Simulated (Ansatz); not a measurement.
# SrMoAs4: the cost of one run

All numbers below are computed with Ansatz 0.2.0 (DFT, r2SCAN, no spin polarisation, plane waves, PAW).

## 1. Geometry

Symmetry: I4_1/a, No. 88, tetragonal system. The conventional cell has a = 6.360 Å, b = 6.360 Å, c = 14.185 Å, α = 90.00°, β = 90.00°, γ = 90.00°. Sr (site symmetry -4) is surrounded by 8 As at 3.04 to 3.08 Å. Mo (site symmetry -4) has 4 As at 2.09 Å as nearest neighbours. Around As (site symmetry 1) lie 1 Mo at 2.09 Å.

Its coordinates follow in the input file.

The first density is read from a saved solution for the starting cell.

## 2. The relaxation

File input.yaml:

```yaml
crystal:
  lattice:
    - [0.0, 6.359865, 0.0]
    - [6.359865, 0.0, 0.0]
    - [3.179933, 3.179933, -7.092353]
  atoms:
    - { symbol: Sr, position: [0.875, 0.625, 0.75] }
    - { symbol: Sr, position: [0.125, 0.375, 0.25] }
    - { symbol: Mo, position: [0.375, 0.125, 0.75] }
    - { symbol: Mo, position: [0.625, 0.875, 0.25] }
    - { symbol: As, position: [0.1579, 0.2806, 0.9134] }
    - { symbol: As, position: [0.7806, 0.9287, 0.4134] }
    - { symbol: As, position: [0.4287, 0.806, 0.9134] }
    - { symbol: As, position: [0.306, 0.6579, 0.4134] }
    - { symbol: As, position: [0.8421, 0.7194, 0.0866] }
    - { symbol: As, position: [0.2194, 0.0713, 0.5866] }
    - { symbol: As, position: [0.5713, 0.194, 0.0866] }
    - { symbol: As, position: [0.694, 0.3421, 0.5866] }
  symmetry: { tolerance: 0.0003 }
kpoints:
  mp_grid: { grid: [4, 4, 4], shift: [0, 0, 0] }
magnetization:
  spin_polarized: false
scf:
  occupations: { method: fermi_dirac }
  lower_state_search: "off"
hamiltonian:
  pseudopotentials: { kind: paw }
  xc: r2scan
basis:
  ecutwfc: 500
  fft_grid_basis: typed
relax:
  max_steps: 40
  cell: { p_target: 0.0 }
output:
  forces: true
  stress: true
  eigenvalues: true
  bader: true
  populations: true
  elf: true
  write_potential: true
  volumetric_format: npy
  dos:
    e_range: [-12, 8]
    de: 0.05
    projected: { site_lists: { As: [As], Mo: [Mo], Sr: [Sr] } }
  write_density: true
checkpoint:
  read: saved_state
```

On the command line:

```
$ ansatz run input.yaml --threads 2 --pin off --max-ram 2560MiB --backend cpu --events-out ev --progress --plain --runs-dir out
```

What time and memory should one allow on 2 threads of AMD EPYC 9R45 (Zen 5), shared host?

About 3.9 min, with a peak of 1.7 GiB.
